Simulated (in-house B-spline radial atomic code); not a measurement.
**Sn¹⁰⁺: excited configurations**

Wanted: excitation energies of Sn¹⁰⁺ as differences of total energies (ΔSCF).

Method: Dirac-Hartree-Fock, average of configuration, Fermi nucleus, basis-set limit. Code: in-house B-spline radial atomic code version 1.

**1. The atom as given**

```
element       : tin (Z = 50)
charge        : +10
electrons     : 40
configuration : [Kr] 4d4
Hamiltonian   : Dirac-Coulomb
nucleus       : Fermi, rms radius 4.652 fm
```

Outer shells as boxes (Hund's rule):

[Kr] 4d4
```
[Kr] core
4d [↑ ][↑ ][↑ ][↑ ][  ]
```

The boxes draw the filling by Hund's rule, which heavy ions in jj coupling don't follow; these runs average over all states of the configuration.

The run's settings:

```ini
Z = 50
electrons = 40.0
configuration = [Kr] 4d4
hamiltonian = dirac
method = hf
spin_polarised = False
nucleus = fermi
rms_radius = 4.6519
mass_number = 120
atomic_mass = 119.902202557
speed_of_light = 137.035999084
```

This reference run was done before. Its total energy is -6144.834651 hartree, and its levels are (the highest eight at most):

```tsv
orbital	occupation	energy (eV)	<r> (bohr)
3p3/2	4	-935.21	0.3384
3d3/2	4	-712.47	0.3106
3d5/2	6	-703.56	0.3140
4s1/2	2	-336.21	0.7863
4p1/2	2	-288.18	0.8168
4p3/2	4	-279.18	0.8379
4d3/2	1.6	-207.58	0.9130
4d5/2	2.4	-206.10	0.9202
```

**2. [Kr] 4d3 7p1**

The run's settings:

```ini
Z = 50
electrons = 40.0
configuration = [Kr] 4d3 7p1
hamiltonian = dirac
method = hf
spin_polarised = False
nucleus = fermi
rms_radius = 4.6519
mass_number = 120
atomic_mass = 119.902202557
speed_of_light = 137.035999084
```

**3. Configuration [Ar] 3d10 4s2 4p5 4d4 8s1**

Changes to the settings of step 2:

```diff
@@ -2,3 +2,3 @@
 electrons = 40.0
-configuration = [Kr] 4d3 7p1
+configuration = [Ar] 3d10 4s2 4p5 4d4 8s1
 hamiltonian = dirac
```

**4. Configuration [Ar] 3d9 4s2 4p6 4d4 8s1**

Changes to the settings of step 3:

```diff
@@ -2,3 +2,3 @@
 electrons = 40.0
-configuration = [Ar] 3d10 4s2 4p5 4d4 8s1
+configuration = [Ar] 3d9 4s2 4p6 4d4 8s1
 hamiltonian = dirac
```

**5. Run with [Ar] 3d9 4s2 4p6 4d4 6d1**

Changes to the settings of step 4:

```diff
@@ -2,3 +2,3 @@
 electrons = 40.0
-configuration = [Ar] 3d9 4s2 4p6 4d4 8s1
+configuration = [Ar] 3d9 4s2 4p6 4d4 6d1
 hamiltonian = dirac
```

**6. Configuration [Kr] 4d3 8g1**

Changes to the settings of step 5:

```diff
@@ -2,3 +2,3 @@
 electrons = 40.0
-configuration = [Ar] 3d9 4s2 4p6 4d4 6d1
+configuration = [Kr] 4d3 8g1
 hamiltonian = dirac
```

**7. Configuration [Kr] 4d3 6f1**

Changes to the settings of step 6:

```diff
@@ -2,3 +2,3 @@
 electrons = 40.0
-configuration = [Kr] 4d3 8g1
+configuration = [Kr] 4d3 6f1
 hamiltonian = dirac
```

**8. [Ar] 3d9 4s2 4p6 4d4 7d1**

Changes to the settings of step 7:

```diff
@@ -2,3 +2,3 @@
 electrons = 40.0
-configuration = [Kr] 4d3 6f1
+configuration = [Ar] 3d9 4s2 4p6 4d4 7d1
 hamiltonian = dirac
```

**9. [Ar] 3d10 4s2 4p5 4d4 6g1**

Changes to the settings of step 8:

```diff
@@ -2,3 +2,3 @@
 electrons = 40.0
-configuration = [Ar] 3d9 4s2 4p6 4d4 7d1
+configuration = [Ar] 3d10 4s2 4p5 4d4 6g1
 hamiltonian = dirac
```

Q: How far above the reference does each configuration lie (order and size, in eV)?

As calculated:

| net move | configuration | energy above the reference (eV) | with Breit, QED, recoil (eV) | largest <r> (bohr) |
| --- | --- | --- | --- | --- |
| 4d → 6f | [Kr] 4d3 6f1 | 153.16 | 153.14 | 3.71 |
| 4d → 7p | [Kr] 4d3 7p1 | 153.66 | 153.67 | 4.27 |
| 4d → 8g | [Kr] 4d3 8g1 | 179.63 | 179.62 | 7.66 |
| 4p → 6g | [Ar] 3d10 4s2 4p5 4d4 6g1 | 234.48 | 234.28 | 3.88 |
| 4p → 8s | [Ar] 3d10 4s2 4p5 4d4 8s1 | 240.92 | 240.74 | 5.63 |
| 3d → 6d | [Ar] 3d9 4s2 4p6 4d4 6d1 | 631.23 | 630.98 | 3.18 |
| 3d → 7d | [Ar] 3d9 4s2 4p6 4d4 7d1 | 651.70 | 651.45 | 4.69 |
| 3d → 8s | [Ar] 3d9 4s2 4p6 4d4 8s1 | 657.18 | 656.94 | 5.61 |

Quantum defects of the promoted electron, δ = n − ζ/√(−2ε) with ζ = 11 and ε its orbital energy in hartree:

| promotion | δ |
| --- | --- |
| 4d → 6f | 0.405 |
| 4d → 7p | 1.378 |
| 4d → 8g | 0.061 |
| 4p → 6g | 0.049 |
| 4p → 8s | 1.588 |
| 3d → 6d | 1.012 |
| 3d → 7d | 0.998 |
| 3d → 8s | 1.602 |

**Reading.** At the bottom stands 4d → 6f (153.16 eV), at the top 3d → 8s (657.18 eV). Koopmans' estimate of the ionisation threshold is 206.10 eV; 5 configurations exceed it by over 2 % and could autoionise. Of those tabulated, the defect is largest for 8s (1.60) and least for 6g (0.05): low angular momentum penetrates the core, high angular momentum stays outside it. Two partly filled shells share a symmetry and can mix in the average, which may lower the energy, for: 3d → 6d; 3d → 7d; 3d → 8s. These are averages over configurations, without correlation, not spectroscopic levels.
